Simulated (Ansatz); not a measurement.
Runs of Ansatz 0.2.0 on MgB. Symmetry: Pm-3m, No. 221, cubic system. The conventional cell has a = 2.895 Å, b = 2.895 Å, c = 2.895 Å, α = 90.00°, β = 90.00°, γ = 90.00°. Mg (site symmetry m-3m) is surrounded by 8 B at 2.51 Å. B (site symmetry m-3m) has 8 Mg at 2.51 Å as nearest neighbours. The cell was built by a generator and needn't be a form met in nature.

| level | share of exact exchange | gap on the mesh (eV) | pressure (GPa) |
| --- | --- | --- | --- |
| PBE0 form with a typed share of exact exchange | 0 | none | 0.7 |
| PBE0 | 0.25 | none | (a) |
| PBE0 form with a typed share of exact exchange | 0.1 | none | (b) |
| PBE0 form with a typed share of exact exchange | 0.35 | none | -1.5 |
| PBE0 form with a typed share of exact exchange | 0.5 | none | -2.3 |

Alike in all rows: task single point; potentials or basis Ansatz PAW; no spin polarisation; cell as given; k mesh 5 × 5 × 5; cutoff (eV) 420; smearing fermi-dirac 0.05 eV; the mesh is coarse, so values aren't converged.

Estimate the missing entries.

(a) -1.0; (b) -0.1.

Caveats: all runs use coarse meshes; the PAW data sets come from PBE, with cores solved anew for the run's functional, which leaves a small shift of forces and pressure (some runs); the thresholds are loose for stress (some runs); the PAW data sets were made with another functional, which shifts forces and pressure a little (some runs).

A gap of «none» marks a metal or a gap under the smearing width.
